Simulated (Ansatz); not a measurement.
# BClH4OSSi: the cost of one run

Program: the Python package of Ansatz 0.2.0. Level of theory: PBE0+D4/cc-pVDZ. These are calculated values, not measurements.

### Step 1. The system

Bond lengths: Si1–O2 1.751 Å, O2–B3 1.493 Å, B3–S4 1.851 Å, B3–Cl5 1.814 Å, Si1–H6 1.436 Å, Si1–H7 1.506 Å, Si1–H8 1.411 Å, S4–H9 1.462 Å. Angles: Si1–O2–B3 107.5°, O2–Si1–H6 109.3°, O2–Si1–H7 106.9°, O2–Si1–H8 110.4°, H6–Si1–H7 106.8°, H6–Si1–H8 112.3°, H7–Si1–H8 110.9°, O2–B3–S4 116.6°, O2–B3–Cl5 119.9°, S4–B3–Cl5 123.1°, B3–S4–H9 90.9°.

No structure file is read: the coordinates are typed or built in the script.

### Step 2. Script

torsion.py

```python
# -*- coding: utf-8 -*-
'''Energy of BClH4OSSi as one group turns about a bond.'''

import ansatz as az
from ase import Atoms

atoms = Atoms(['Si', 'O', 'B', 'S', 'Cl', 'H', 'H', 'H', 'H'], positions=[
    (0.994, 0.1562, 0.9603),
    (0.7851, 0.6703, -0.7005),
    (-0.6239, 0.3665, -1.0916),
    (-0.9269, -1.2726, -1.8971),
    (-1.8977, 1.6508, -0.9492),
    (2.3073, 0.5242, 1.4081),
    (0.0137, 0.9444, 1.7884),
    (0.7557, -1.2293, 1.0799),
    (-1.3187, -1.8569, -0.6153),
])

# relax first, so that the scan starts from a minimum
first = (
    az.Crystal.molecule_from_ase(atoms).calculation()
    .basis(gaussian='cc-pVDZ')
    .functional('pbe0', dispersion='d4')
    .relax(force_tolerance=0.02, max_steps=80)
)
atoms.positions = first.run().report['positions_ang']

start = atoms.get_dihedral(0, 1, 2, 3)
energies = {}
for turn in range(0, 360, 30):
    turned = atoms.copy()
    turned.set_dihedral(0, 1, 2, 3, start + turn, indices=[2, 3, 4, 8])
    job = (
        az.Crystal.molecule_from_ase(turned).calculation()
        .basis(gaussian='cc-pVDZ')
        .functional('pbe0', dispersion='d4')
    )
    energies[round((start + turn) % 360)] = job.run().report['free_energy_ev']
floor = min(energies.values())
print('dihedral Si0-O1-B2-S3 (deg)   E - E(min) (eV)')
for angle, e in sorted(energies.items()):
    print(f'{angle:8d} {(e - floor):14.3f}  ' + '#' * int(30 * (e - floor) / max(max(energies.values()) - floor, 1e-9)))
```

### Step 3. The calls as engine input

The engine receives this input (first run):

```yaml
crystal:
  periodic: [false, false, false]
  atoms:
    - { symbol: Si, position_ang: [0.994, 0.1562, 0.9603] }
    - { symbol: O, position_ang: [0.7851, 0.6703, -0.7005] }
    - { symbol: B, position_ang: [-0.6239, 0.3665, -1.0916] }
    - { symbol: S, position_ang: [-0.9269, -1.2726, -1.8971] }
    - { symbol: Cl, position_ang: [-1.8977, 1.6508, -0.9492] }
    - { symbol: H, position_ang: [2.3073, 0.5242, 1.4081] }
    - { symbol: H, position_ang: [0.0137, 0.9444, 1.7884] }
    - { symbol: H, position_ang: [0.7557, -1.2293, 1.0799] }
    - { symbol: H, position_ang: [-1.3187, -1.8569, -0.6153] }
basis:
  gaussian:
    orbitals: cc-pVDZ
hamiltonian:
  xc: pbe0
  dispersion: d4
relax:
  f_tol: 0.02
  max_steps: 80
```

### Step 4. The run

On the command line:

```console
python torsion.py
```

Q: Estimate wall time and peak memory on 1 thread of Intel Xeon 6975P-C (Granite Rapids), shared host.

About 2.6 min, with a peak of 0.32 GiB.
